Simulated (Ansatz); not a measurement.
Relaxation of a periodic cell of 15 atoms, TiCu6O8 (host CuO, host structure Cc, dopant Ti, one Cu atom removed), to a largest force component of 0.03 eV/Å in at most 60 steps.

Computed with DFT PBE-D3(BJ), scalar-relativistic, plane waves, PAW in Ansatz. Settings: PAW set soft_1, cutoff 420 eV, k mesh 3x3x3, fermi-dirac smearing 0.02 eV, no spin polarisation.

```xyz
15
Lattice="4.6893 -3.4268 0.0000 4.6893 3.4268 0.0000 -0.8606 0.0000 5.0594" Properties=species:S:1:pos:R:3
Cu 1.206 0.810 -0.010
O 2.043 -0.269 1.311
O 1.626 0.313 3.862
Cu 3.505 2.519 -0.007
Cu 3.057 0.863 2.522
O 4.482 1.439 1.278
O 3.961 2.061 3.802
Cu 3.535 -0.887 0.026
Ti 3.075 -2.516 2.460
O 4.395 -1.982 1.283
O 4.001 -1.437 3.853
Cu 5.838 0.855 -0.015
Cu 5.414 -0.864 2.582
O 6.696 -0.247 1.289
O 6.366 0.292 3.774
```

**Question.** Where does it end, and by what steps?

**Answer.** It converged. The force dipped under the threshold on the way, but the program's further checks kept it going. Limits of this set-up: coarse k mesh. After 28 steps the energy has fallen by 2.611 eV; Cu1 moved furthest, 2.31 Å. Parted: Cu1–O2 (1.90 → 2.91 Å), Cu1–Cu8 (2.88 → 3.73 Å). Joined: Cu1–O6 (3.39 → 2.09 Å), Cu1–O7 (2.73 → 2.00 Å), O3–Ti9 (3.47 → 1.99 Å).

```
step  energy less start (eV)  largest force component (eV/Å)  accepted
   0                  0.0000                           1.804       yes
   1                 -0.5927                           1.387       yes
   2                 -1.2044                           0.632       yes
   3                 -1.5994                           1.014       yes
   4                 -1.7115                           1.597       yes
   5                 -1.8989                           0.215       yes
   6                 -1.9232                           0.411       yes
   7                 -1.9717                           0.261       yes
   8                 -2.0872                           0.438       yes
   9                 -2.2061                           0.664       yes
  10                 -2.2681                           0.175       yes
  11                 -2.2838                           0.263       yes
  12                 -2.3031                           0.225       yes
  13                 -2.3359                           0.464       yes
  14                 -2.3385                           0.321       yes
  15                 -2.3959                           0.244       yes
  16                 -2.4455                           0.146       yes
  17                 -2.4659                           0.059       yes
  18                 -2.4685                           0.242       yes
  19                 -2.4716                           0.145       yes
  20                 -2.4796                           0.122       yes
  21                 -2.4995                           0.128       yes
  22                 -2.5370                           0.202       yes
  23                 -2.5761                           0.255       yes
  24                 -2.5762                           0.349       yes
  25                 -2.5852                           0.221       yes
  26                 -2.6080                           0.095       yes
  27                 -2.6112                           0.028       yes
  28                 -2.6112                           0.028       yes
```

```xyz
15
Lattice="4.6893 -3.4268 0.0000 4.6893 3.4268 0.0000 -0.8606 0.0000 5.0594" Properties=species:S:1:pos:R:3
Cu 1.004 -0.144 -2.103
O 2.535 -0.452 1.336
O 2.056 -0.302 3.679
Cu 3.300 2.845 0.214
Cu 3.120 0.881 2.593
O 4.337 1.870 1.503
O 3.656 2.051 4.001
Cu 3.843 -1.044 0.147
Ti 2.735 -1.853 2.643
O 4.504 -2.067 1.622
O 4.178 -1.801 3.958
Cu 5.644 1.163 0.202
Cu 5.444 -0.803 2.758
O 6.663 0.117 1.495
O 6.180 0.490 3.962
```

The run took 3.9 min on 4 threads of Arm Neoverse V1, with other jobs on the host, peak memory 0.78 GiB.
